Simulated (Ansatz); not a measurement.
# ClH5OSn: the cost of one run

All numbers below are computed with Ansatz 0.2.0 (RHF/def2-SVP).

### Step 1. The system as given

Bond lengths: Sn1–Cl2 2.760 Å, Sn1–H3 1.740 Å, Sn1–O4 1.959 Å, O4–H5 1.010 Å, Sn1–H6 1.739 Å. Angles: Cl2–Sn1–H3 109.4°, Cl2–Sn1–O4 109.5°, Cl2–Sn1–H6 109.5°, H3–Sn1–O4 109.5°, H3–Sn1–H6 109.5°, O4–Sn1–H6 109.5°, Sn1–O4–H5 109.5°.

Structure file:

```xyz
8

Sn    0.0000    0.0000    0.0000
Cl    0.0000    0.0000    2.7600
H     1.6408    0.0000   -0.5794
O    -0.9232    1.5994   -0.6527
H    -1.8810    1.3686   -0.8751
H    -0.8195   -1.4198   -0.5794
H     0.7648    1.7785    0.6433
H     0.6406    1.4898    1.6527
```

### Step 2. Pulling towards end A

Springs on the bonds that form and break draw the guess towards this end; the thresholds are loose.

Contents of input.yaml:

```yaml
crystal:
  periodic: [false, false, false]
  atoms:
    - { symbol: Sn, position_ang: [0.0, 0.0, 0.0] }
    - { symbol: Cl, position_ang: [0.0, 0.0, 2.76] }
    - { symbol: H, position_ang: [1.6408, 0.0, -0.5794] }
    - { symbol: O, position_ang: [-0.9232, 1.5994, -0.6527] }
    - { symbol: H, position_ang: [-1.881, 1.3686, -0.8751] }
    - { symbol: H, position_ang: [-0.8195, -1.4198, -0.5794] }
    - { symbol: H, position_ang: [0.7648, 1.7785, 0.6433] }
    - { symbol: H, position_ang: [0.6406, 1.4898, 1.6527] }
basis:
  gaussian: { orbitals: def2-SVP }
hamiltonian:
  xc: hf
relax:
  f_tol: 0.15
  max_steps: 25
  restrain:
    - { distance: [0, 6], at: 2.94, k: 30.0 }
    - { distance: [7, 1], at: 2.57, k: 30.0 }
    - { distance: [0, 1], at: 2.41, k: 30.0 }
    - { distance: [7, 6], at: 0.66, k: 30.0 }
```

On the command line:

```
ansatz run input.yaml --threads 1 --pin off --max-ram 2048MiB --backend cpu --events-out ev --progress --plain --runs-dir out
```

What time and memory should one allow on 1 thread of Arm Neoverse V2, shared host?

About 20 s, with a peak of 0.16 GiB.
